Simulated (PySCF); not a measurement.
# The bond of InP+, level by level

One table from this session's results is given with a row withheld; the runs are named, their logs left out.

Program: PySCF 2.14.0. Level of theory: In def2-TZVPPD with ECP28, P def2-TZVPPD, scalar-relativistic core potentials. These are calculated values, not measurements.

The first run:

Settings of the job:

```yaml
atoms: In, P
charge: 1
basis: In def2-TZVPPD with ECP28, P def2-TZVPPD
Hamiltonian: scalar-relativistic core potentials
basis_functions: 104
electrons_treated: 35
masses_in_u: 114.9039, 30.9738
levels: PBE0, PBE, r²SCAN, B2PLYP, BHandHLYP, revPBE, TPSS, B97-3, CAM-B3LYP, HF, MP2, SCS-MP2, CCSD, CCSD(T)
grid: 80 radial by 434 angular points
occupations: held fixed by the projection of orbital angular momentum
dissociation_limit: In+ + P, each in its ground configuration
starting_distance_in_angstrom: 2.555
values_of_2S_to_try: 1, 3
```

Command:

```
$ OMP_NUM_THREADS=2 python dia.py task.json out
```

Steps of the session up to this table: The job; First curve: PBE0; Higher solutions at PBE0; PBE (GGA); r²SCAN; B2PLYP (double hybrid); BHandHLYP (global hybrid GGA); revPBE (GGA); TPSS (meta-GGA); B97-3 (global hybrid GGA); CAM-B3LYP (range-separated hybrid); UHF (mean field); MP2 and coupled cluster.

One of the session's tables, all rows but one given; the rest of the session is left out.

Energy (eV) from each level's lowest point:

```
R (Å)    UHF  UHF-MP2  UHF-SCS-MP2  UHF-CCSD  UHF-CCSD(T)
2.497  0.532    0.348        0.390       n/a          n/a
2.613  0.344    0.190        0.223     0.181        0.152
2.729  0.217    0.095        0.120     0.090        0.069
2.816  0.149    0.051        0.071     0.049        0.033
2.903  0.099    0.023        0.038     0.022        0.012
2.990  0.063    0.008        0.017     0.008        0.002
3.106      ?        ?            ?         ?            ?
3.251  0.009    0.005        0.000     0.004        0.009
3.425  0.000    0.023        0.011     0.020        0.031
3.658  0.004    0.058        0.038       n/a          n/a
```

Estimate the missing values for R (Å) = 3.106.

Worked estimate for «UHF». A straight line through the neighbours (2.990, 0.063) and (3.251, 0.009) gives 0.063 + (0.009 − 0.063) × (3.106 − 2.990) / (3.251 − 2.990) = 0.039; a parabola fitted to 4 rows on both sides gives 0.033.

As computed: UHF: 0.031; UHF-MP2: 0.000; UHF-SCS-MP2: 0.003; UHF-CCSD: 0.000; UHF-CCSD(T): 0.000. In «UHF» the line misses by +0.008 and the parabola by +0.002.

To keep in mind: Lowest PBE0 solution found, without spin–orbit coupling: ⁴Σ⁻ (quartet), unpaired electrons σ ↑, π ↑↑. Warnings in the runs' records: inverted.
